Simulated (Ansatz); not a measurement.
Task: a rigid torsion scan of CH₅ClNPSi, SMILES N=C[SiH](P)Cl, with Ansatz 0.2.0, Python API. Give the script and its output. Use (for the species named): r2SCAN, def2-SVP basis, multiplicity 1.

```yaml
atoms:
  - { symbol: N, position_ang: [-1.8236, 0.8730, 0.5864] }
  - { symbol: C, position_ang: [-0.6442, 0.7893, 0.9472] }
  - { symbol: Si, position_ang: [0.6660, 0.2500, -0.2557] }
  - { symbol: P, position_ang: [0.6428, -1.9313, -0.6071] }
  - { symbol: Cl, position_ang: [2.5467, 0.6357, 0.5478] }
  - { symbol: H, position_ang: [-2.4543, 1.2369, 1.3657] }
  - { symbol: H, position_ang: [-0.3101, 1.0024, 1.9908] }
  - { symbol: H, position_ang: [0.6883, 0.9625, -1.5612] }
  - { symbol: H, position_ang: [-0.6372, -1.8953, -1.2931] }
  - { symbol: H, position_ang: [1.4087, -1.9743, -1.7180] }
```

`torsion_ch5clnpsi.py`
```python
import warnings

import ansatz as az
from ase import Atoms

SETTINGS = {
    "basis_set": "def2-SVP",
    "xc": "r2scan",
    "force_tol": 0.02,
}

warnings.simplefilter("ignore", az.DeckWarning)

atoms = Atoms(["N", "C", "Si", "P", "Cl", "H", "H", "H", "H", "H"], positions=[
    (-1.8236, 0.873, 0.5864),
    (-0.6442, 0.7893, 0.9472),
    (0.666, 0.25, -0.2557),
    (0.6428, -1.9313, -0.6071),
    (2.5467, 0.6357, 0.5478),
    (-2.4543, 1.2369, 1.3657),
    (-0.3101, 1.0024, 1.9908),
    (0.6883, 0.9625, -1.5612),
    (-0.6372, -1.8953, -1.2931),
    (1.4087, -1.9743, -1.718),
])

first = (
    az.Crystal.molecule_from_ase(atoms).calculation()
    .basis(gaussian=SETTINGS["basis_set"])
    .functional(SETTINGS["xc"])
    .relax(force_tolerance=SETTINGS["force_tol"], max_steps=80)
)
atoms.positions = first.run().report["positions_ang"]

start = atoms.get_dihedral(1, 2, 3, 8)
energies = {}
for turn in range(0, 360, 30):
    turned = atoms.copy()
    turned.set_dihedral(1, 2, 3, 8, start + turn, indices=[3, 8, 9])
    calculation = (
        az.Crystal.molecule_from_ase(turned).calculation()
        .basis(gaussian=SETTINGS["basis_set"])
        .functional(SETTINGS["xc"])
    )
    energies[round((start + turn) % 360)] = calculation.run().report["free_energy_ev"]
floor = min(energies.values())
print("dihedral C1-Si2-P3-H8 (deg)   E - E(min) (kJ/mol)")
for angle, e in sorted(energies.items()):
    print(f"{angle:8d} {96.485332 * (e - floor):14.3f}  " + "#" * int(30 * (e - floor) / max(max(energies.values()) - floor, 1e-9)))
```

```console
$ python torsion_ch5clnpsi.py
dihedral C1-Si2-P3-H8 (deg)   E - E(min) (kJ/mol)
      12          5.416  ##############
      42          3.027  ########
      72          0.000
     102          4.501  ############
     132         10.908  ##############################
     162          7.920  #####################
     192          0.991  ##
     222          2.221  ######
     252          7.187  ###################
     282          5.550  ###############
     312          5.377  ##############
     342          6.669  ##################
```

The scan is rigid and the energies are electronic, in a modest basis. With rigid groups the curve can differ much from the relaxed path, the start wasn't checked as a minimum of this torsion, and equivalent turns needn't return to the same energy. Hardware and time: 8.6 min on 1 thread of Arm Neoverse V2, on a shared host, peak memory 0.27 GiB.
